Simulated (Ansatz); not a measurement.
# AlSn4: properties of a relaxed candidate

This session takes a relaxed cell of AlSn4 and sets out to see whether it has a gap, which orbitals make up the states near it and how charge is shared.

Method: DFT PBE, scalar-relativistic, plane waves, PAW, in Ansatz 0.2.0.

1 further run of the same task is left out (set aside as unsound or not needed). Runs told in other sessions of the task aren't counted.

## 1. The system as given

It takes space group P-43m (No. 215, cubic). The conventional cell has a = 5.315 Å, b = 5.315 Å, c = 5.315 Å, α = 90.00°, β = 90.00°, γ = 90.00°. Al (site symmetry -43m) has 4 Sn at 2.73 Å in its first shell of neighbours. Sn (site symmetry 3m) has 1 Al at 2.73 Å and 3 Sn at 3.06 Å in its first shell of neighbours.

As a file:

```
Al Sn
1.0
     5.31524    0.00000    0.00000
     0.00000    5.31524    0.00000
     0.00000    0.00000    5.31524
Al Sn
1 4
Direct
  0.00000 0.00000 0.00000
  0.29663 0.70337 0.70337
  0.70337 0.29663 0.70337
  0.70337 0.70337 0.29663
  0.29663 0.29663 0.29663
```

The cell was relaxed beforehand at this level, from a database cell with other species swapped in; it needn't be the stable form of this composition. At a tolerance of 0.05 Å it has space group P-43m (No. 215); it has 30.03 Å³/atom, an uncorrected energy of +0.32 eV/atom over the elements.

## 2. Bands, states and charges

Input file input.yaml:

```yaml
crystal:
  lattice:
    - [5.3152418751, 0.0, 0.0]
    - [0.0, 5.3152418751, 0.0]
    - [0.0, 0.0, 5.3152418751]
  atoms:
    - { symbol: Al, position: [0.0, 0.0, 0.0] }
    - { symbol: Sn, position: [0.296634713, 0.703365287, 0.703365287] }
    - { symbol: Sn, position: [0.703365287, 0.296634713, 0.703365287] }
    - { symbol: Sn, position: [0.703365287, 0.703365287, 0.296634713] }
    - { symbol: Sn, position: [0.296634713, 0.296634713, 0.296634713] }
basis:
  ecutwfc: 420
kpoints:
  mp_grid: { grid: [8, 8, 8] }
  band_path:
    path:
      - [[0.0, 0.0, 0.0], [0.0, 0.5, 0.0], [0.5, 0.5, 0.0], [0.0, 0.0, 0.0], [0.5, 0.5, 0.5], [0.0, 0.5, 0.0]]
      - [[0.5, 0.5, 0.5], [0.5, 0.5, 0.0]]
    npoints: 14
hamiltonian:
  xc: pbe
scf:
  occupations: { method: gaussian, width: 0.1 }
  n_extra_bands: 12
output:
  forces: true
  stress: true
  eigenvalues: true
  populations: true
  dos: { projected: true, de: 0.02, nscf_kmesh: { grid: [10, 10, 10] } }
  bader: true
  write_density: true
  write_potential: true
  elf: true
  volumetric_format: npy
```

Started as:

```bash
$ ansatz run input.yaml --threads 1 --pin off --max-ram 2560MiB --backend cpu --events-out ev --progress --plain --runs-dir out
```

Output:

```text
Warning: RAYON_NUM_THREADS=1 ignored (pool sized by the plan → 1); use --threads N
scf.n_extra_bands = 12 over 30 filled bands (N_el = 59.0): the run solves 42 bands
Engine: ansatz 0.2.0, x86_64-unknown-linux-gnu
Pseudopotentials: kind: paw
Pseudopotential: Al, paw, valence charge 3, recommended cutoff 420 eV (normal), Al.paw.azcp
Pseudopotential: Sn, paw, valence charge 14, recommended cutoff 420 eV (normal), Sn.paw.azcp
Functional definition: PBE
  parameter kappa = 0.804
  parameter beta = 0.06672455060314922
  exchange = pbe_x(kappa = kappa, mu = beta*pi^2/3)
  correlation = pbe_c(beta = beta)
Crystal: 5 atoms, lattice volume = 150.165 Å³
Basis set: ecut = 420 eV, 2945 PW (Γ), exchange–correlation on 72×72×72 points (8 copies of the dense FFT grid, shifted against one another)
Bands: 42, of which v1, the nominal top of the filled ones, is band 30 counted from 1 (29 counted from 0)
Symmetry: 24 space group operations
Space group: P-43m (ITA 215), of the structure as read, at distance tolerance 5.3e-5 Å
k-points: 35 of 512 (time reversal used)
Non-local potential: Al, projectors of the file, l = 0: 2, l = 1: 2, l = 2: 1
Non-local potential: Sn, projectors of the file, l = 0: 2, l = 1: 2, l = 2: 2, l = 3: 2
PAW form: soft (Blöchl's): semilocal exchange-correlation on the pseudo side does not see the compensation charge
PAW one-centre angular grid: Al, 110 points (default); XC on 64 Gauss nodes
PAW one-centre angular grid: Sn, 590 points (default); XC on 64 Gauss nodes
Initial density: superposition of atomic densities (neutral atoms: chi_scale 0, normalization atom), corrected by the library's trained network
Initial wavefunctions: pseudopotential atomic-orbital guess
Functional: x = pbe(κ = 0.804, μ = 0.2195149727645171), c = pbe(β = 0.06672455060314922)
SCF iter   1: F=—  HF=-24632.774378 eV  |F-HF|=—  |Δ(HF+E_count)|=         —  Δρ=1.39e-3  dr2=1.75e-3  ethr=1.77e-3  ⟨swp⟩=8.6  Hψ=7203  notcnv=0  defer=36
preconditioner: auto → Kerker (q_TF=auto, 2.335 Å⁻¹)  [metal: Δε(μ)=0.031 eV  Ē_g=19.935 eV  σ=0.100 eV  W_gap=0.17  n_scr=26 (ndim 8)  ℏωp=23.3 eV  f_vac=0.000  D(μ)=3.33/eV (n_scr^D=18)]
SCF iter   2: F=—  HF=-24632.772462 eV  |F-HF|=—  |Δ(HF+E_count)|=   1.92e-3  Δρ=7.34e-4  dr2=5.80e-4  ethr=2.96e-6  ⟨swp⟩=2.1  Hψ=2766  notcnv=0  defer=40
SCF iter   3: F=—  HF=-24632.772730 eV  |F-HF|=—  |Δ(HF+E_count)|=   2.68e-4  Δρ=3.77e-4  dr2=1.78e-4  ethr=9.84e-7  ⟨swp⟩=2.4  Hψ=2288  notcnv=0  defer=40
SCF iter   4: F=—  HF=-24632.772855 eV  |F-HF|=—  |Δ(HF+E_count)|=   1.25e-4  Δρ=9.68e-5  dr2=1.48e-5  ethr=3.02e-7  ⟨swp⟩=2.0  Hψ=1603  notcnv=0  defer=40
SCF iter   5: F=—  HF=-24632.772869 eV  |F-HF|=—  |Δ(HF+E_count)|=   1.45e-5  Δρ=3.30e-5  dr2=1.77e-6  ethr=2.51e-8  ⟨swp⟩=3.0  Hψ=2337  notcnv=0  defer=40
SCF iter   6: F=—  HF=-24632.772869 eV  |F-HF|=—  |Δ(HF+E_count)|=   4.40e-7  Δρ=1.25e-5  dr2=2.69e-7  ethr=3.00e-9  ⟨swp⟩=2.3  Hψ=2281  notcnv=0  defer=40
SCF iter   7: F=-24632.772869 eV  HF=-24632.772869 eV  |F-HF|=5.33e-9  |Δ(HF+E_count)|=   8.12e-8  Δρ=2.18e-6  dr2=1.09e-8  ethr=1.69e-10  ⟨swp⟩=15.3  Hψ=10207  notcnv=0
SCF 1 converged in 7 iterations: F = -24632.772869 eV  dr2 = 1.09e-8
NSCF: frozen V_eff on 86 k-points
NSCF: frozen V_eff on 56 k-points
SCF converged after 7 iterations
Free energy (F): -24632.772869 eV
Harris-Foulkes:  -24632.772869 eV  (|F-HF|=5.33e-9)
Internal energy: -24632.756185 eV  (E = F + TS)
E sigma→0 (E₀):  -24632.764527 eV
Entropy (-TS):   -0.016684 eV (-3.337 meV/atom)
Fermi energy:    7.996743 eV
--- Per-component energies (eV) ---
  E_band       = -464.356374
  E_kinetic    = 763.283429
  E_local      = -4396.717402  (includes V_loc(G=0)·N_el)
  E_nonlocal   = -119.157123
  E_hartree    = 2558.671808
  E_xc         = -1567.434092
  E_vxc        = -409.333595  (∫ρ·V_xc dr)
  E_paw        = -17009.423992  (= ΣΔE_a)
  E_vpaw       = -1419.767778  (= ΣTr[D̂ρ^β])
  E_aug_tail   = -0.000004  (compensation charges beyond the density's cutoff)
  E_ewald      = -4861.978810
  E_smearing   = -0.016684  (= −TS)
  E_closure    = -0.000000  (closes the sum)
  Σ components = -24632.772869   (vs F -24632.772869, Δ=0.00e0)
--- Forces (eV/Å), atoms counted from 1 ---
  atom   1  Al    -0.00000000     0.00000000     0.00000000
  atom   2  Sn     0.00122672    -0.00122672    -0.00122672
  atom   3  Sn    -0.00122672     0.00122672    -0.00122672
  atom   4  Sn    -0.00122672    -0.00122672     0.00122672
  atom   5  Sn     0.00122672     0.00122672     0.00122672
  max |Σ_I F_I| component: 7.22e-17 eV/Å
--- Stress (GPa, compression-positive) ---
       -0.010178       0.000000      -0.000000
        0.000000      -0.010178      -0.000000
       -0.000000       0.000000      -0.010178
  P = ⅓ Tr σ = -0.0102 GPa (-0.102 kbar)
--- Band table (eV; the first three rows and the last of 35) ---
  k-point 0: bands = ["-13.5440", "-13.4947", "-13.4947", "-13.4684", "-13.4684", "-13.4684", "-13.4297", "-13.4297", "-13.4297", "-13.3681", "-13.3681", "-13.3539", "-13.3539", "-13.3539", "-13.3118", "-13.3118", "-13.3118", "-13.2627", "-13.2627", "-13.2627", "-2.2805", "2.2776", "2.2776", "2.2776", "2.5131", "5.4029", "5.4029", "7.7140", "7.7140", "7.7140", "9.7525", "10.0621", "10.0621", "10.0621", "10.9062", "10.9062", "10.9062", "12.8672", "12.8672", "13.3919", "13.3919", "13.3919"]
  k-point 1: bands = ["-13.5424", "-13.4936", "-13.4923", "-13.4685", "-13.4675", "-13.4675", "-13.4311", "-13.4282", "-13.4282", "-13.3679", "-13.3675", "-13.3555", "-13.3555", "-13.3551", "-13.3134", "-13.3127", "-13.3127", "-13.2642", "-13.2626", "-13.2626", "-2.2081", "1.5660", "2.3044", "2.3044", "3.0588", "5.4825", "5.7738", "7.2363", "7.5758", "7.5758", "9.6033", "9.7401", "9.7401", "10.1823", "11.0063", "11.5712", "11.5712", "12.9449", "13.0137", "13.0137", "13.0980", "13.4772"]
  k-point 2: bands = ["-13.5384", "-13.4907", "-13.4863", "-13.4689", "-13.4653", "-13.4653", "-13.4351", "-13.4243", "-13.4243", "-13.3674", "-13.3655", "-13.3597", "-13.3597", "-13.3583", "-13.3177", "-13.3147", "-13.3147", "-13.2680", "-13.2623", "-13.2623", "-1.9986", "0.7292", "2.3723", "2.3723", "3.5742", "5.7106", "6.3444", "6.7347", "7.2222", "7.2222", "8.7708", "9.6408", "9.6408", "10.6393", "11.3366", "11.8132", "11.8132", "12.3260", "13.2258", "13.2258", "13.7578", "14.5289"]
  k-point 34: bands = ["-13.5251", "-13.4674", "-13.4674", "-13.4674", "-13.4665", "-13.4665", "-13.4239", "-13.4239", "-13.4239", "-13.3922", "-13.3922", "-13.3922", "-13.3457", "-13.3457", "-13.3201", "-13.3201", "-13.3201", "-13.2622", "-13.2622", "-13.2622", "-0.4332", "1.2684", "1.2684", "1.2684", "2.2609", "4.2463", "4.2463", "4.2463", "11.1122", "11.1122", "11.1122", "11.1127", "11.1127", "11.7659", "12.5792", "12.5792", "12.5792", "13.4395", "13.4395", "13.4395", "15.3448", "15.3448"]
--- Löwdin populations: 5 sites ---
  site symbol       q [e]
     0     Al      3.1111
     1     Sn     13.9314
     2     Sn     13.9314
     3     Sn     13.9314
     4     Sn     13.9314
  spilling = 0.002770 (of n_electrons = 59.000000)
--- Bader charges: 5 sites ---
  site symbol  charge [e]  shift [e]
     0     Al      0.9676     0.0105
     1     Sn     -0.2419     0.0026
     2     Sn     -0.2419     0.0026
     3     Sn     -0.2419     0.0026
     4     Sn     -0.2419     0.0026
  estimated error of the sums over rays = 2.6e-4 e
```

Wall time 84 s (1 thread of Intel Xeon at 2.60GHz (Ice Lake), shared host); peak memory 0.64 GiB.

By site:

| atom | Löwdin electrons | Bader charge (e) | Bader volume (Å³) |
| --- | --- | --- | --- |
| Al1 | 3.11 | +0.97 | 17.2 |
| Sn2 | 13.93 | -0.24 | 33.2 |
| Sn3 | 13.93 | -0.24 | 33.2 |
| Sn4 | 13.93 | -0.24 | 33.2 |
| Sn5 | 13.93 | -0.24 | 33.2 |

The Löwdin counts miss 0.16 of the 59 electrons, which the atomic orbitals do not span, so they are no charges.

From bands.tsv, the levels nearest the Fermi level at the path's corners, in eV from the Fermi level:

```
point  band 27  band 28  band 29  band 30  band 31  band 32  band 33  band 34
    Γ    -2.59    -0.28    -0.28    -0.28     1.76     2.06     2.06     2.06
    X    -1.76    -1.26    -1.26    -0.33     0.91     1.31     2.26     2.26
    M    -1.36    -1.36    -0.91    -0.46    -0.23    -0.23     2.76     3.34
    Γ    -2.59    -0.28    -0.28    -0.28     1.76     2.06     2.06     2.06
    R    -3.75    -3.75     3.12     3.12     3.12     3.12     3.12     3.77
    X    -1.76    -1.26    -1.26    -0.33     0.91     1.31     2.26     2.26
    R    -3.75    -3.75     3.12     3.12     3.12     3.12     3.12     3.77
    M    -1.36    -1.36    -0.91    -0.46    -0.23    -0.23     2.76     3.34
```

Counts of states by energy window (eV from the Fermi level), total and by projection:

```
from  to  total  Al 3s  Al 3p  Sn 5s  Sn 5p
  -8  -7   1.75   0.30   0.08   0.86   0.50
  -7  -6   2.90   0.09   0.35   1.93   0.51
  -6  -5   1.28   0.04   0.14   0.93   0.17
  -5  -4   0.74   0.13   0.06   0.14   0.40
  -4  -3   1.61   0.20   0.16   0.27   0.96
  -3  -2   2.90   0.07   0.46   0.22   2.12
  -2  -1   2.63   0.05   0.29   0.22   2.03
  -1   0   2.98   0.12   0.32   0.36   2.11
   0   1   2.46   0.08   0.28   0.35   1.65
   1   2   3.76   0.07   0.49   0.32   2.66
   2   3   3.51   0.08   0.41   0.25   2.53
   3   4   2.71   0.08   0.43   0.23   1.67
   4   5   3.07   0.10   0.46   0.20   1.60
```

The solved bands begin to run out at 5.2 eV, so nothing above is shown.

A further 42 or so states lie below the table's range.

Density in a lattice plane of the grid's cell (edges 5.32 and 5.32 Å, at 0.297 of the third edge), which holds Sn.

Ten even steps from ' ' (0.04 e/Å³) to '@' (15.89 e/Å³):
```
                                                
                                                
                                                
                              ..::--::..        
                            ..--**##++::..      
                            ..==%%@@##--..      
                            ..--++**++::..      
                              ..::::::..        
                                                
                                                
                                                
          ..::::::..                            
        ..::++**++--..                          
        ..--##@@%%==..                          
        ..::++##**--..                          
          ..::--::..                            
                                                
                                                
                                                
                                                
```
Columns run along the first of these edges and rows up along the second, over one cell in 24 and 20 even steps from the bottom left corner. Atoms in the plane (fractional): Sn at (0.70, 0.70), Sn at (0.30, 0.30).

ELF in the same plane.

Ten even steps from ' ' (0.00) to '@' (0.51):
```
**++++++======----------==++****####%%%%@@@@%%##
##++==--::::::::::::--++************####%%@@@@%%
##++--::........::--++************++****##%%@@@@
##++--::......::--==**##****++==::..::==**##%%@@
##==::......::::--++**##****==..      ::==**##%%
**==::::::::::--==++####**++--        ..==****##
++--::::----====++**####****==..      ::++****##
==------==++******########**++==::::--==********
----==++**##########%%%%##******++++**********++
--==++**************##%%%%%%##**************++==
--++**********++++******##%%%%##########**++==--
==********==--::::==++**########******++==------
++##****++::      ..==****####**++====----::::--
**##****==..        --++**####++==--::::::::::==
##%%##**==::      ..==****##**++--::::......::==
##@@%%##**==::..::==++****##**==--::......::--++
##@@@@%%##****++************++--::........::--++
##%%@@@@%%####************++--::::::::::::--==++
**##%%@@@@%%%%####****++==----------======++++++
****##########**++++==------==++++**##########**
```
Columns run along the first of these edges and rows up along the second, over one cell in 24 and 20 even steps from the bottom left corner. Atoms in the plane (fractional): Sn at (0.70, 0.70), Sn at (0.30, 0.30).

Both are smooth fields of the valence electrons: close to the nuclei they are not physical.

The highest ELF values outside the cores: 0.87 on the Al–Sn line, 1.0 Å from Al; 0.49 on the Sn–Sn line, 1.6 Å from Sn.

## 3. A further run, with the input changed

Input file input.yaml:

```yaml
crystal:
  lattice:
    - [4.2521935, 0.0, 0.0]
    - [0.0, 4.2521935, 0.0]
    - [0.0, 0.0, 4.2521935]
  atoms:
    - { symbol: Al, position: [0.0, 0.0, 0.0] }
    - { symbol: Sn, position: [0.296634713, 0.703365287, 0.703365287] }
    - { symbol: Sn, position: [0.703365287, 0.296634713, 0.703365287] }
    - { symbol: Sn, position: [0.703365287, 0.703365287, 0.296634713] }
    - { symbol: Sn, position: [0.296634713, 0.296634713, 0.296634713] }
basis:
  ecutwfc: 420
kpoints:
  mp_grid: { grid: [8, 8, 8] }
hamiltonian:
  xc: pbe
scf:
  occupations: { method: gaussian, width: 0.1 }
  max_iter: 80
output:
  forces: true
  eigenvalues: true
  stress: true
```

Started as:

```bash
$ ansatz run input.yaml --threads 1 --pin off --max-ram 2560MiB --backend cpu --events-out ev --progress --plain --runs-dir out
```

Output, cut to the lines that bear on the results:

```text
Warning: RAYON_NUM_THREADS=1 ignored (pool sized by the plan → 1); use --threads N
[...]
Pseudopotentials: kind: paw
Pseudopotential: Al, paw, valence charge 3, recommended cutoff 420 eV (normal), Al.paw.azcp
Pseudopotential: Sn, paw, valence charge 14, recommended cutoff 420 eV (normal), Sn.paw.azcp
Functional definition: PBE
[...]
Crystal: 5 atoms, lattice volume = 76.885 Å³
Basis set: ecut = 420 eV, 1503 PW (Γ), exchange–correlation on 60×60×60 points (8 copies of the dense FFT grid, shifted against one another)
Bands: 36, of which v1, the nominal top of the filled ones, is band 30 counted from 1 (29 counted from 0)
Symmetry: 24 space group operations
Space group: P-43m (ITA 215), of the structure as read, at distance tolerance 4.3e-5 Å
k-points: 35 of 512 (time reversal used)
[...]
SCF iter   1: F=—  HF=-24617.416641 eV  |F-HF|=—  |Δ(HF+E_count)|=         —  Δρ=4.99e-3  dr2=1.80e-2  ethr=1.77e-3  ⟨swp⟩=10.1  Hψ=7416  notcnv=0
[...]
SCF iter   6: F=-24617.412910 eV  HF=-24617.412910 eV  |F-HF|=2.65e-8  |Δ(HF+E_count)|=   3.40e-7  Δρ=9.03e-6  dr2=4.66e-8  ethr=1.69e-10  ⟨swp⟩=11.9  Hψ=6951  notcnv=0
[...]
SCF converged after 6 iterations
Free energy (F): -24617.412910 eV
[...]
E sigma→0 (E₀):  -24617.407755 eV
Entropy (-TS):   -0.010311 eV (-2.062 meV/atom)
Fermi energy:    19.771269 eV
[...]
--- Forces (eV/Å), atoms counted from 1 ---
  atom   1  Al     0.00000000    -0.00000000     0.00000000
  atom   2  Sn    -2.76943993     2.76943993     2.76943993
  atom   3  Sn     2.76943993    -2.76943993     2.76943993
  atom   4  Sn     2.76943993     2.76943993    -2.76943993
  atom   5  Sn    -2.76943993    -2.76943993    -2.76943993
[...]
--- Stress (GPa, compression-positive) ---
      125.515872      -0.000000      -0.000000
       -0.000000     125.515872       0.000000
       -0.000000       0.000000     125.515872
  P = ⅓ Tr σ = 125.5159 GPa (1255.159 kbar)
--- Band table (eV; the first three rows and the last of 35) ---
[...]
```

Run time: 6.3 s. Hardware: 1 thread of Intel Xeon at 2.60GHz (Ice Lake), shared host; peak memory 0.39 GiB.

## 4. Checking the result

This run ends as converged. It gives a pressure of 126 GPa and a largest force of 4.8 eV/Å, far from the sound run.

The structure is squeezed far below its natural size. The shortest distance in the input is 2.18 Å, between atoms 1 (Al) and 2 (Sn).

What to do: restore the intended size.

| run | ending | energy change | pressure (GPa) | gap (eV) | force (eV/Å) | cycles | time |
| --- | --- | --- | --- | --- | --- | --- | --- |
| step 2 | converged | 0 | 0.0 | 0.00 | 0.00 | 7 | 84 s |
| altered | converged | +3.07 eV/atom | 125.5 | 0.00 | 4.80 | 6 | 6.3 s |

Changing the structure moves the energy by +3.07 eV/atom, and the pressure goes from 0.0 to 125.5 GPa and the largest force goes from 0.00 to 4.80 eV/Å.

## 5. Results

| quantity | value |
| --- | --- |
| gap | none (metal) |
| states at the Fermi level | 2.67 per eV per cell |
| Bader charges | Al +0.97, Sn -0.24 e |

**Reading.** There is no gap at this level. Of the projected weight within 0.25 eV of the Fermi level, the largest part is Sn 5p (70 %) and Sn 5s (16 %). Bader charges reach 1.0 e, so charge transfer in this metal is moderate.
